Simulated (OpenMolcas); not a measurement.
# Fe⁴⁺ among point charges: CASSCF and CASPT2 levels and susceptibility

Aim: the splitting of the states of Fe⁴⁺ in the field of 5 point charges, its lowest levels with spin-orbit coupling and its magnetic susceptibility.

Method: state-averaged CASSCF and CASPT2, spin-orbit coupling by RASSI with atomic mean-field integrals. Code: OpenMolcas 26.06.

### Step 1. What is computed

```
Species                           : Fe⁴⁺ (iron, Z = 26, 22 electrons)
Basis                             : ANO-RCC-VDZP [5s4p2d1f], 34 functions
Scalar Hamiltonian                : DKH2, point nucleus
Inactive shells                   : 1s 2s 2p 3s 3p
Active space                      : 4 electrons in 5 orbitals (3d)
Some configurations of this space : 3d4
Orbitals                          : optimised for each spin and parity, averaged over all roots
```

Outer shells as boxes (Hund's rule):

3d4
```
3d [↑ ][↑ ][↑ ][↑ ][  ]
```

The ion sits among 5 point charges of -1 e arranged as a trigonal bipyramid (D3h), 2.08 Å from the ion, with the axial distance 2.226 Å.

The work runs as a chain of OpenMolcas steps in one folder; each step below is one input file. Labels, J, g values, rates, χT and fits are worked out afterwards by a script from the matrices that RASSI stores.

### Step 2. Basis and integrals

a.inp

```
&GATEWAY
Coord
1

Fe 0.0 0.0 0.0
Basis=ANO-RCC-VDZP
Group=NoSym
NoMove
AngMom=0.0 0.0 0.0
AMFI
XField
5 Angstrom 0
2.080000 0.000000 0.000000 -1.000000
-1.040000 1.801333 0.000000 -1.000000
-1.040000 -1.801333 0.000000 -1.000000
0.000000 0.000000 2.225600 -1.000000
0.000000 0.000000 -2.225600 -1.000000
&SEWARD
```

On the command line:

```
> OMP_NUM_THREADS=1 MOLCAS_MEM=1689 MOLCAS_PROJECT=a pymolcas a.inp > a.log
```

### Step 3. CASSCF: quintets, 5 roots

a.inp

```
&RASSCF
FileOrb=start.orb
Symmetry=1
Spin=5
nActEl=4 0 0
Inactive=9
Ras2=5
CIRoot=5 5 1
SDav=5
CIMx=300
Iter=120 100
PrWF=0.3
OrbListing=Nothing
MaxOrb=0
>>> COPY $Project.JobIph JOB001
```

start.orb holds the contracted functions of the basis, ordered by shell, or the orbitals of the step before.

### Step 4. CASSCF: triplets, 45 roots

a.inp

```
&RASSCF
FileOrb=start.orb
Symmetry=1
Spin=3
nActEl=4 0 0
Inactive=9
Ras2=5
CIRoot=45 45 1
SDav=45
CIMx=300
Iter=120 100
PrWF=0.3
OrbListing=Nothing
MaxOrb=0
>>> COPY $Project.JobIph JOB002
```

### Step 5. CASSCF: singlets, 50 roots

a.inp

```
&RASSCF
FileOrb=start.orb
Symmetry=1
Spin=1
nActEl=4 0 0
Inactive=9
Ras2=5
CIRoot=50 50 1
SDav=50
CIMx=300
Iter=120 100
PrWF=0.3
OrbListing=Nothing
MaxOrb=0
>>> COPY $Project.JobIph JOB003
```

### Step 6. State interaction with spin-orbit coupling

a.inp

```
&RASSI
NrOfJobIphs=3 5 45 50
1 2 3 4 5
1 2 3 4 5 6 7 8 9 10 11 12 13 14 15 16 17 18 19 20 21 22 23 24 25 26 27
28 29 30 31 32 33 34 35 36 37 38 39 40 41 42 43 44 45
1 2 3 4 5 6 7 8 9 10 11 12 13 14 15 16 17 18 19 20 21 22 23 24 25 26 27
28 29 30 31 32 33 34 35 36 37 38 39 40 41 42 43 44 45 46 47 48 49 50
IphNames
JOB001
JOB002
JOB003
EJob
SpinOrbit
DIPRint=1.0
SOCoupling=1000.0
Subsets=2
Property=9
'ANGMOM' 1 'ANGMOM' 2 'ANGMOM' 3 'MLTPL  1' 1 'MLTPL  1' 2 'MLTPL  1' 3
'AMFI' 1 'AMFI' 2 'AMFI' 3
SOProperty=3
'ANGMOM' 1 'ANGMOM' 2 'ANGMOM' 3
```

### Step 7. CASPT2: IPEA 0.25, imaginary shift 0.1 (closed shells correlated: 3s 3p)

a.inp

```
>>> COPY JOB001 $Project.JobIph
&CASPT2
Multistate=5 1 2 3 4 5
NoMult
Frozen=5
IPEA=0.25
Imaginary=0.1
MaxIter=60
WThr=0.0 0.3 0.05
PrWF=0.5
NoMix
>>> COPY JOB002 $Project.JobIph
&CASPT2
Multistate=45 1 2 3 4 5 6 7 8 9 10 11 12 13 14 15 16 17 18 19 20 21 22
23 24 25 26 27 28 29 30 31 32 33 34 35 36 37 38 39 40 41 42 43 44 45
NoMult
Frozen=5
IPEA=0.25
Imaginary=0.1
MaxIter=60
WThr=0.0 0.3 0.05
PrWF=0.5
NoMix
>>> COPY JOB003 $Project.JobIph
&CASPT2
Multistate=50 1 2 3 4 5 6 7 8 9 10 11 12 13 14 15 16 17 18 19 20 21 22
23 24 25 26 27 28 29 30 31 32 33 34 35 36 37 38 39 40 41 42 43 44 45 46
47 48 49 50
NoMult
Frozen=5
IPEA=0.25
Imaginary=0.1
MaxIter=60
WThr=0.0 0.3 0.05
PrWF=0.5
NoMix
```

(Steps that only read results are left out.)

What does the calculation give? Wanted: spin-free ground state; first state of the same spin within the active space; lowest level; next level.

The runs gave:

| quantity | value |
| --- | --- |
| method | SS-CASPT2, IPEA 0.25, imaginary shift 0.1 (closed shells correlated: 3s 3p) |
| spin-free ground state | 5A1, 1-fold in its orbital part |
| first state of the same spin within the active space | 5E at 605 cm⁻¹ |
| lowest level | 1-fold A1 |
| next level | 85.2 cm⁻¹ |
| χT at 300 K | 1.56 cm³ K/mol |
| effective moment at 300 K | 3.54 μB |

Cost by method:

| method | time of its own steps | time with the reference |
| --- | --- | --- |
| A. CASSCF | 20 s | 20 s |
| B. SS-CASPT2, IPEA 0.25, imaginary shift 0.1, +3s 3p | 6.7 s | 27 s |

Times are of one thread on a shared host.

In words: The spin-free ground state (5A1) comes to 100 % from free-ion D terms and keeps the highest spin of the shell. χT at 300 K is 1.56, against 3.01 cm³ K/mol for the spin alone, so spin-orbit coupling lowers it. An active space of the d shell alone favours high spin; real ions in strong fields can be low spin. CASPT2 does not keep the components of a term degenerate, and the means are used. The field of point charges can differ much from that of real complexes. With metal d orbitals alone active, the gaps between spin states are rough; where two lie within a few thousand cm-1, their order is open. This is an electrostatic model: the charges have no orbitals.
